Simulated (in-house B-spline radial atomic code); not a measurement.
# Xe⁴⁸⁺: ionisation energy by several methods

Aim: the ionisation energy of Xe⁴⁸⁺ by several methods, each as the difference of two self-consistent energies (Xe⁴⁸⁺ and the next ion, [He] 2s2 2p1).

Method: scalar-relativistic (X2C), several functionals, spin-polarised, exact exchange averaged over the configuration; spherical all-electron atom at the radial basis limit. Code: in-house B-spline radial atomic code version 1.

### Step 1. The system

```
element       : xenon (Z = 54)
charge        : +48
electrons     : 6
configuration : [He] 2s2 2p2
nucleus       : Fermi, rms radius 4.786 fm
```

Outer shells as boxes (Hund's rule):

[He] 2s2 2p2
```
[He] core
2s [↑↓]
2p [↑ ][↑ ][  ]
```

Where spins are not typed, each open shell is filled with up spins first.

### Step 2. ωB97X, a range-separated hybrid

The run's settings:

```ini
Z = 54
electrons = 6.0
configuration = [He] 2s2 2p2
hamiltonian = x2c
method = wb97x
spin_polarised = True
nucleus = fermi
rms_radius = 4.7859
mass_number = 132
atomic_mass = 131.90415508346
speed_of_light = 137.035999084
exact_exchange = averaged over the configuration
```

Run with:

```bash
> python run_scf.py task.json out
```

task.json lists these runs, among others, and the program works through them in turn.

### Step 3. TPSSh, a global hybrid

The settings differ from step 2 so:

```diff
@@ -4,3 +4,3 @@
 hamiltonian = x2c
-method = wb97x
+method = tpssh
 spin_polarised = True
```

### Step 4. CAM-B3LYP, a range-separated hybrid

The settings differ from step 3 so:

```diff
@@ -4,3 +4,3 @@
 hamiltonian = x2c
-method = tpssh
+method = camb3lyp
 spin_polarised = True
```

Q: The tabulated ionisation energy is 8971 ± 4 eV (tabulated theoretical; NIST Atomic Spectra Database). What does each method give, and which comes nearest?

**Answer**, as computed:

| method | rung | total energy (hartree) | ΔSCF (eV) | −ε highest (eV) | ΔSCF less tabulated (eV) |
| --- | --- | --- | --- | --- | --- |
| TPSSh | global hybrid | -4368.6454 | 8768.35 | 8662.83 (2p up) | -202.65 |
| ωB97X | range-separated hybrid | -4369.5871 | 8768.20 | 8672.83 (2p up) | -202.80 |
| CAM-B3LYP | range-separated hybrid | -4368.6670 | 8768.41 | 8675.31 (2p up) | -202.59 |

What this shows: The tabulated ionisation energy is 8971 ± 4 eV (tabulated theoretical; NIST Atomic Spectra Database). CAM-B3LYP comes nearest (-202.59 eV) and ωB97X is farthest (-202.80 eV, 2.3 %). All methods miss on the same side by much the same amount, which points to something that they share. Relativistic terms that these runs lack can be as large as the gaps between close methods, so the nearest may be so by luck. Spin-orbit coupling is left out. Open shells are averaged (over orientations, and over spins where the run is restricted), while tables refer to the lowest levels.
